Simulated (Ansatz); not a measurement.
# CH₃FN₂Si: basis-set convergence

An exercise on one series of results from a longer session: the logs are not shown, and one member is left open.

Method: one geometry, several basis sets; program: Ansatz 0.2.0, Gaussian basis.

Plan: PBE0-D4/def2-SVP; ωB97M-V/def2-SVP; PBE0-D4/def2-QZVPP; ωB97M-V/def2-QZVPP; the functionals' def2-TZVPP values are taken from earlier runs.

## The relaxed structure

An earlier PBE0-D4 in a triple-zeta def2 set relaxation fixed the geometry.

SMILES `N[Si]1(F)C=N1`, 8 atoms, charge 0, spin multiplicity 1.

Atoms are counted from 1 here; the program's logs count them from 0.

Bond lengths: N1–Si2 1.678 Å, N1–H6 1.004 Å, N1–H7 1.004 Å, Si2–F3 1.585 Å, Si2–C4 1.745 Å, Si2–N5 1.736 Å, C4–N5 1.307 Å, C4–H8 1.094 Å. Angles: Si2–N1–H6 123.3°, Si2–N1–H7 122.5°, H6–N1–H7 114.1°, N1–Si2–F3 105.7°, N1–Si2–C4 128.7°, N1–Si2–N5 124.2°, F3–Si2–C4 122.7°, F3–Si2–N5 119.4°, C4–Si2–N5 44.1°, Si2–C4–N5 67.6°, Si2–C4–H8 166.5°, N5–C4–H8 125.9°, Si2–N5–C4 68.3°.

Set-up of the first run:

Input file in.yaml:

```yaml
crystal:
  periodic: [false, false, false]
  atoms:
    - {symbol: N, position_ang: [1.129717, 0.718067, 0.647269]}
    - {symbol: Si, position_ang: [-0.202512, 0.277147, -0.271873]}
    - {symbol: F, position_ang: [-0.795948, 1.630986, -0.843758]}
    - {symbol: C, position_ang: [-1.118513, -1.207651, -0.224594]}
    - {symbol: N, position_ang: [-0.289118, -1.165220, -1.233259]}
    - {symbol: H, position_ang: [1.728134, 0.054434, 1.105215]}
    - {symbol: H, position_ang: [1.427005, 1.672694, 0.743264]}
    - {symbol: H, position_ang: [-1.786567, -2.037556, 0.021936]}
basis:
  gaussian: {orbitals: def2-SVP}
hamiltonian: {xc: pbe0, dispersion: d4}
output: {orbitals: {seedname: orbitals}}
```

Launch:

```bash
$ ansatz run in.yaml --threads 2 --pin off --events-out ev --progress --plain --max-ram 4352MiB
```

Steps of the session up to this table: PBE0-D4 in def2-SVP; ωB97M-V in def2-SVP; PBE0-D4 in def2-QZVPP; ωB97M-V in def2-QZVPP.

One of the session's tables, all rows but one given; the rest of the session is left out.

It belongs to the step «Density functionals: the series». 

| functional | basis | HOMO (eV) |
| --- | --- | --- |
| PBE0-D4 | def2-SVP | -6.22 |
| PBE0-D4 | def2-TZVPP | -6.40 |
| PBE0-D4 | def2-QZVPP | ? |
| ωB97M-V | def2-SVP | -8.46 |
| ωB97M-V | def2-TZVPP | -8.66 |
| ωB97M-V | def2-QZVPP | -8.71 |

**Question.** Estimate the row for PBE0-D4, def2-QZVPP.

**Answer.** HOMO (eV): -6.45. In the column «HOMO (eV)» it lies between ωB97M-V, def2-SVP (-8.46) and PBE0-D4, def2-TZVPP (-6.40).
